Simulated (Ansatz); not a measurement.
# C6H10Si: how energies converge with the basis set

The task here is to estimate one member of a computed series from the others.

Computed with Ansatz 0.2.0, Gaussian basis. Level: one geometry, several basis sets.

Levels to be run: PBE0-D4/def2-SVP; ωB97M-V/def2-SVP; PBE0-D4/def2-QZVPP; ωB97M-V/def2-QZVPP; the functionals' def2-TZVPP values are taken from earlier runs.

1 further run of the same task is left out (it didn't finish). Runs told in other sessions of the task aren't counted.

### Structure used throughout

All runs share one geometry, relaxed beforehand with PBE0-D4 in a triple-zeta def2 set.

SMILES `C=C[SiH](C=C)C=C`, 17 atoms, charge 0, spin multiplicity 1.

Atoms are counted from 1 here; the program's logs count them from 0.

Bond lengths: C1–C2 1.330 Å, C1–H8 1.087 Å, C1–H9 1.087 Å, C2–Si3 1.865 Å, C2–H10 1.090 Å, Si3–C4 1.863 Å, Si3–C6 1.862 Å, Si3–H11 1.492 Å, C4–C5 1.330 Å, C4–H12 1.090 Å, C5–H13 1.087 Å, C5–H14 1.087 Å, C6–C7 1.330 Å, C6–H15 1.090 Å, C7–H16 1.087 Å, C7–H17 1.087 Å. Angles: C2–C1–H8 122.3°, C2–C1–H9 121.7°, H8–C1–H9 116.0°, C1–C2–Si3 123.7°, C1–C2–H10 118.0°, Si3–C2–H10 118.3°, C2–Si3–C4 109.4°, C2–Si3–C6 110.6°, C2–Si3–H11 108.9°, C4–Si3–C6 110.7°, C4–Si3–H11 110.1°, C6–Si3–H11 107.1°, Si3–C4–C5 123.6°, Si3–C4–H12 118.5°, C5–C4–H12 117.9°, C4–C5–H13 122.3°, C4–C5–H14 121.6°, H13–C5–H14 116.1° and more.

Set-up of the first run:

The input, in.yaml:

```yaml
crystal:
  periodic: [false, false, false]
  atoms:
    - {symbol: C, position_ang: [1.133275, -1.993245, 1.498941]}
    - {symbol: C, position_ang: [1.126530, -0.662808, 1.498386]}
    - {symbol: Si, position_ang: [0.564894, 0.369111, 0.050299]}
    - {symbol: C, position_ang: [0.398122, -0.715872, -1.455308]}
    - {symbol: C, position_ang: [-0.703139, -0.780071, -2.198689]}
    - {symbol: C, position_ang: [-1.049358, 1.214661, 0.435045]}
    - {symbol: C, position_ang: [-1.213506, 2.533471, 0.373381]}
    - {symbol: H, position_ang: [1.450598, -2.571847, 2.362499]}
    - {symbol: H, position_ang: [0.816683, -2.565880, 0.631218]}
    - {symbol: H, position_ang: [1.451734, -0.150010, 2.403171]}
    - {symbol: H, position_ang: [1.573945, 1.440174, -0.198839]}
    - {symbol: H, position_ang: [1.250554, -1.326072, -1.753359]}
    - {symbol: H, position_ang: [-0.773000, -1.413914, -3.078778]}
    - {symbol: H, position_ang: [-1.586038, -0.192613, -1.961678]}
    - {symbol: H, position_ang: [-1.899698, 0.605878, 0.741393]}
    - {symbol: H, position_ang: [-0.401858, 3.194349, 0.080919]}
    - {symbol: H, position_ang: [-2.158738, 3.014288, 0.611699]}
basis:
  gaussian: {orbitals: def2-SVP}
hamiltonian: {xc: pbe0, dispersion: d4}
output: {orbitals: {seedname: orbitals}}
```

The run is started by

```bash
$ ansatz run in.yaml --threads 4 --pin off --events-out ev --progress --plain --max-ram 11315MiB
```

Steps of the session up to this table: PBE0-D4 in def2-SVP; ωB97M-V in def2-SVP; PBE0-D4 in def2-QZVPP; ωB97M-V in def2-QZVPP.

One of the session's tables, all rows but one given; the rest of the session is left out.

It belongs to the step «Functionals by basis». 

| functional | basis | HOMO (eV) |
| --- | --- | --- |
| PBE0-D4 | def2-SVP | -7.66 |
| PBE0-D4 | def2-TZVPP | -7.72 |
| PBE0-D4 | def2-QZVPP | -7.73 |
| ωB97M-V | def2-SVP | ? |
| ωB97M-V | def2-TZVPP | -9.95 |
| ωB97M-V | def2-QZVPP | -9.96 |

Q: Estimate the row for ωB97M-V, def2-SVP from the others.

**Answer.** HOMO (eV): -9.88. In the column «HOMO (eV)» it lies between ωB97M-V, def2-TZVPP (-9.95) and PBE0-D4, def2-QZVPP (-7.73).
